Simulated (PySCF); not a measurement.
# A diatomic session: RbSb+

The task here is to estimate one member of a computed series from the others.

Program: PySCF 2.14.0. Level of theory: Rb def2-SVPD with ECP28, Sb def2-SVPD with ECP28, scalar-relativistic core potentials. These are calculated values, not measurements.

Set-up of the first run:

A driver script around PySCF takes these settings:

```
atoms                         : Rb, Sb
charge                        : 1
basis                         : Rb def2-SVPD with ECP28, Sb def2-SVPD with ECP28
Hamiltonian                   : scalar-relativistic core potentials
basis functions               : 59
electrons treated             : 31
masses in u                   : 84.9118, 120.9038
levels                        : PBE0, PBE, r²SCAN, r²SCAN0, B2PLYP, TPSSh, HF, MP2, SCS-MP2
grid                          : 80 radial by 434 angular points
occupations                   : held fixed by the projection of orbital angular momentum
dissociation limit            : Rb+ + Sb, each in its ground configuration
starting distance in angstrom : 3.525
values of 2S to try           : 1, 3
```

Started as:

```
$ OMP_NUM_THREADS=1 python dia.py task.json out
```

Steps of the session up to this table: Input; First curve: PBE0; Other states along the same grid; PBE; r²SCAN (meta-GGA); r²SCAN0 (hybrid meta-GGA); B2PLYP; TPSSh; UHF (mean field).

One table of the session follows, with a row left open; its other results are not shown here.

It belongs to the step «Constants by level of theory». 

| level | Re (Å) | ωe (cm⁻¹) | De (eV) |
| --- | --- | --- | --- |
| UHF | ? | ? | ? |
| UHF-MP2 | 4.081 | 42.3 | 0.159 |
| UHF-SCS-MP2 | 4.107 | 41.2 | 0.151 |
| PBE | 4.017 | 42.9 | 0.183 |
| r²SCAN | 4.049 | 41.5 | 0.149 |
| TPSSh | 4.060 | 40.9 | 0.156 |
| PBE0 | 4.023 | 42.1 | 0.162 |
| r²SCAN0 | 4.032 | 42.0 | 0.148 |
| B2PLYP | 4.060 | 41.8 | 0.156 |

**Question.** Estimate the row for UHF.

As computed: Re (Å): 4.262; ωe (cm⁻¹): 35.1; De (eV): 0.114. In the column «Re (Å)» it is the highest.

De is counted to Rb+ + Sb in their ground configurations.

Limits of these values: The bond is weak, and basis-set superposition, which was not computed, may be a sizeable part of it.
